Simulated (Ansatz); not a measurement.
Working through an atomisation energy of CH8SSi2, SMILES [SiH3]C[SiH2]S

Program: Ansatz 0.2.0 through its Python package.

The script reads `ch8ssi2.xyz`:
```text
12

Si    0.16430    1.76620    0.09000
C    -0.64380    0.15550    0.38810
Si    0.57110   -1.07530   -0.18740
S    -0.12880   -3.02890    0.15510
H     0.39680    2.00520   -1.38370
H    -0.82960    2.88850    0.50210
H     1.39820    1.99130    0.85360
H    -0.83170    0.05030    1.44510
H    -1.57600    0.07040   -0.12010
H     0.87540   -0.95910   -1.60440
H     1.86260   -0.97500    0.60940
H    -1.18170   -2.94420   -0.71380
```

The cells in order, each with its output:

**Cell 1**
```python
from collections import Counter

import ansatz
```

**Cell 2**
```python
def total_energy(molecule, charge=0, unpaired=0):
    calc = molecule.calculation().basis(gaussian='aug-cc-pVDZ').functional('r2scan', dispersion='d3bj')
    if charge:
        calc = calc.charge(charge)
    if unpaired:
        calc = calc.spin('collinear', total=unpaired)
    report = calc.run(threads=1).report
    if report['published_state_doubts']:
        print('  doubts:', report['published_state_doubts'])
    return report['free_energy_ev']
```

**Cell 3**
```python
geometry = ansatz.Crystal.molecule_from_extxyz('ch8ssi2.xyz')
```

**Cell 4**
```python
unpaired = {'Si': 2, 'C': 2, 'S': 2, 'H': 1}
counts = Counter(site.symbol for site in geometry.cartesian_sites)
atom_energy = {s: total_energy(ansatz.Crystal.molecule().atom(s, (0, 0, 0)), 0, unpaired[s]) for s in counts}
whole = total_energy(geometry, 0, 0)
for s, e in atom_energy.items():
    print(f'{s:2s} x{counts[s]}  {e:14.5f} eV')
print(f'CH8SSi2: {whole:.5f} eV')
split = sum(counts[s] * e for s, e in atom_energy.items()) - whole
print(f'atomisation energy (no zero-point term): {96.485332 * split:.1f} kJ/mol, {split / sum(counts.values()):.3f} eV an atom')
```
Output:
```text
DeckWarning: the engine holds no damping parameters fitted to this dispersion correction and functional, so the run takes those fitted to r2scan beside the three-body term, which d3bj leaves out (hamiltonian.dispersion, under Limitations)
Si x2     -7873.32947 eV
C  x1     -1029.34803 eV
S  x1    -10832.28143 eV
H  x8       -13.59129 eV
CH8SSi2: -27755.79826 eV
atomisation energy (no zero-point term): 3741.7 kJ/mol, 3.232 eV an atom
```

3741.7 kJ/mol from the electronic energies, without the zero-point term.

What to keep in mind:
- Total energies depend on the basis set; only differences at equal settings carry meaning.
- Warnings are shown shortened and without file and line.
- The geometry is a force-field or estimated start, not a minimum of this method, and the basis set is short of its limit. All parts are taken at fixed geometry, without zero-point energy.
- For Al to Cl the sets with a tight d function, cc-pV(X+d)Z, are usual.
- A dispersion term here runs with damping parameters fitted for another variant or functional.
- The whole script took 24 s on 1 thread of Arm Neoverse V1 (shared host), peak memory 0.36 GiB.
